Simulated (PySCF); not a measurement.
# Cl3Ti (TiCl3): the cost of one run

Computed with PySCF 2.14.0 and routines of our own; the level stands in each step. Atoms count from 0.

## 1. The starting structure

4 atoms, charge 0, states of the metal's open shell are computed; geometry from: model geometry, bond lengths from ionic radii.

## 2. Ligand-field states: state-averaged CASSCF

The job: settings as JSON, then the geometry in Å.

```
{"job": {"kind": "lf", "basis": {"metal": "x2c-TZVPall", "ligand": "x2c-SVPall"}, "nevpt": true}, "charge": 0, "metal": "Ti", "open_shell": "d1"}
Ti     0.000000     0.000000     0.000000
Cl     2.200000     0.000000     0.000000
Cl    -1.100000     1.905256     0.000000
Cl    -1.100000    -1.905256     0.000000
```

Method: state-averaged CASSCF of the metal d shell, SC-NEVPT2 on the averaged canonical orbitals, state-interaction spin-orbit coupling.

Started as:

```
$ OMP_NUM_THREADS=1 python lf_run.py task.json out
```

This one command runs all jobs of the session in turn.

**Question.** How long does this first job take on 1 thread of Intel Xeon Platinum 8488C, shared host, and how much memory does it need?

About 7.1 s, with a peak of 0.28 GiB.
